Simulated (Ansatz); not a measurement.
# Mo: the cost of one run

Method: DFT LDA, frozen-core PAW, scalar-relativistic unless said, in Ansatz 0.2.0.

1 further run of the same task is left out (it didn't finish).

## (1) The structure to begin with

The structure is cubic, space group Im-3m (No. 229). Conventional cell: a = 3.147 Å, b = 3.147 Å, c = 3.147 Å, α = 90.00°, β = 90.00°, γ = 90.00°. Mo (site symmetry m-3m) is surrounded by 8 Mo at 2.73 Å.

Coordinates:

```xyz
1
Lattice="-1.5734 1.5734 1.5734 1.5734 -1.5734 1.5734 1.5734 1.5734 -1.5734" Properties=species:S:1:pos:R:3 pbc="T T T"
Mo    0.0000    0.0000    0.0000
```

Cartesian axes are those of the input's lattice vectors. The structure goes back to a database entry.

## (2) Cell and atoms relaxed, PAW

Contents of input.yaml:

```yaml
crystal:
  lattice:
    - [-1.573415, 1.573415, 1.573415]
    - [1.573415, -1.573415, 1.573415]
    - [1.573415, 1.573415, -1.573415]
  atoms:
    - { symbol: Mo, position: [0.0, 0.0, 0.0] }
kpoints:
  mp_grid: { grid: [20, 20, 20] }
scf:
  occupations: { method: fermi_dirac, width: 0.08 }
hamiltonian:
  xc: lda
  pseudopotentials: { kind: paw }
relax:
  f_tol: 0.002
  max_steps: 80
  cell: {}
output:
  forces: true
  stress: true
```

Run with:

```
$ ansatz run input.yaml --threads 2 --pin off --max-ram 10240MiB --backend cpu --events-out ev --progress --plain --runs-dir out
```

**Question.** How long does this run take on 2 threads of Intel Xeon 6975P-C (Granite Rapids), shared host, and how much memory does it need?

About 2.8 s, with a peak of 0.38 GiB.
